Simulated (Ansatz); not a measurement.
# HfNb2F: the cost of one run

Program: Ansatz 0.2.0. Level of theory: DFT PBE, scalar-relativistic, plane waves, PAW. These are calculated values, not measurements.

4 further runs of the same task are left out: 1 that didn't finish, 3 set aside as unsound or not needed.

## 1. The starting structure

The structure is hexagonal, space group P6/mmm (No. 191). Conventional cell: a = 4.551 Å, b = 4.551 Å, c = 6.846 Å, α = 90.00°, β = 90.00°, γ = 120.00°. Around Hf (site symmetry 6mm) lie 1 Nb at 2.19 Å and 1 Hf at 2.46 Å. Nb (site symmetry mmm) has 2 F at 1.31 Å as nearest neighbours. Nb (site symmetry 6/mmm) is surrounded by 2 Hf at 2.19 Å and 6 Nb at 2.28 Å. F (site symmetry -6m2) is surrounded by 3 Nb at 1.31 Å.

Structure file:

```xyz
8
Lattice="4.5507 0.0000 0.0000 -2.2753 3.9410 0.0000 0.0000 0.0000 6.8463" Properties=species:S:1:pos:R:3 pbc="T T T"
Hf    0.0000    0.0000    2.1932
Hf    0.0000    0.0000    4.6531
Nb    2.2753    0.0000    0.0000
Nb   -1.1377    1.9705    0.0000
Nb    1.1377    1.9705    0.0000
Nb    0.0000    0.0000    0.0000
F     0.0000    2.6273    0.0000
F     2.2753    1.3137    0.0000
```

A structure generator made this guess: random cell by space group and Wyckoff sites (P6/mmm, No. 191). Lengths come from tabulated atomic sizes and are only a guess.

## 2. A first look at the guess

The input, input.yaml:

```yaml
crystal:
  lattice:
    - [4.55068947, 0.0, 0.0]
    - [-2.27534474, 3.94101269, 0.0]
    - [0.0, 0.0, 6.84629736]
  atoms:
    - { symbol: Hf, position: [0.0, 0.0, 0.32034674] }
    - { symbol: Hf, position: [0.0, 0.0, 0.67965326] }
    - { symbol: Nb, position: [0.5, 0.0, 0.0] }
    - { symbol: Nb, position: [0.0, 0.5, 0.0] }
    - { symbol: Nb, position: [0.5, 0.5, 0.0] }
    - { symbol: Nb, position: [0.0, 0.0, 0.0] }
    - { symbol: F, position: [0.33333333, 0.66666667, 0.0] }
    - { symbol: F, position: [0.66666667, 0.33333333, 0.0] }
basis:
  ecutwfc: 420
kpoints:
  mp_grid: { grid: [6, 6, 4] }
hamiltonian:
  xc: pbe
scf:
  occupations: { method: gaussian, width: 0.1 }
  lower_state_search: "off"
output:
  forces: true
  stress: true
  eigenvalues: true
```

Command:

```console
> ansatz run input.yaml --threads 1 --pin off --max-ram 2560MiB --backend cpu --events-out ev --progress --plain --runs-dir out
```

What time and memory should one allow on 1 thread of AMD EPYC 9R45 (Zen 5), shared host?

About 4.3 s, with a peak of 0.55 GiB.
